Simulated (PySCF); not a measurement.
**C3H9BrO2Si: electronic excitations**

Wanted: the electronic excitations of C3H9BrO2Si (`COCO[SiH2]CBr`), by calculation.

The runs use PySCF 2.14.0, with density-fitted response routines of our own; the level of theory stands in each step. All values are computed, except where a source is named. Atoms count from 0, in the outputs and in this text.

### Step 1. The molecule as given

16 atoms, charge 0, multiplicity 1; geometry from: GFN2-xTB.

Bonds of the start (Å): C0–O1 1.42, O1–C2 1.38, C2–O3 1.39, O3–Si4 1.63, Si4–C5 1.90, C5–Br6 1.94, C0–H7 1.09, C0–H8 1.09, C0–H9 1.10, C2–H10 1.10, C2–H11 1.10, Si4–H12 1.46, Si4–H13 1.46, C5–H14 1.09, C5–H15 1.09.

### Step 2. TDDFT and polarisability: B3LYP/def2-SVPD

What the job is given:

```
{"job": {"kind": "uv", "xc": "B3LYP", "basis": "def2-SVPD", "nstates": 8, "ntriplets": 3}, "charge": 0, "multiplicity": 1}
C      2.355520    -0.667990     0.424204
O      1.828912     0.123585    -0.625249
C      1.112545     1.222966    -0.193280
O     -0.133308     0.894335     0.319981
Si    -1.100837    -0.201971    -0.392403
C     -2.647101    -0.094383     0.701029
Br    -3.925238    -1.359754    -0.028841
H      2.832827    -1.521668    -0.050557
H      1.566747    -1.013238     1.097435
H      3.096009    -0.100648     0.998434
H      0.986119     1.862333    -1.075101
H      1.649856     1.775972     0.593067
H     -1.433423     0.167047    -1.767799
H     -0.578526    -1.567520    -0.345351
H     -3.132944     0.876790     0.681493
H     -2.484756    -0.386912     1.734517
```

Method: TDDFT B3LYP/def2-SVPD, vertical, gas phase, core orbitals frozen in the response.

The run is started by

```sh
> OMP_NUM_THREADS=1 python probes_run.py task.json out
```

One launch serves the whole session: the jobs run in the order shown.

What will the session give for the following? lowest singlet (B3LYP/def2-SVPD); brightest single state of those computed; lowest triplet. Wanted: lowest singlet; brightest single state of those computed; lowest triplet.

As calculated:

```
                                quantity                        value
        lowest singlet (B3LYP/def2-SVPD)  5.82 eV (213 nm), f = 0.015
brightest single state of those computed  state 5, 7.02 eV, f = 0.025
                          lowest triplet                      5.23 eV
```

In words: The first singlet state (HOMO→LUMO 0.97) lies at 5.82 eV and is weak; of the 8 states computed, the strongest absorption comes from state 5 at 7.02 eV. The lowest triplet lies 0.59 eV below the lowest singlet (triplets in Tamm-Dancoff, singlets in full TDDFT).
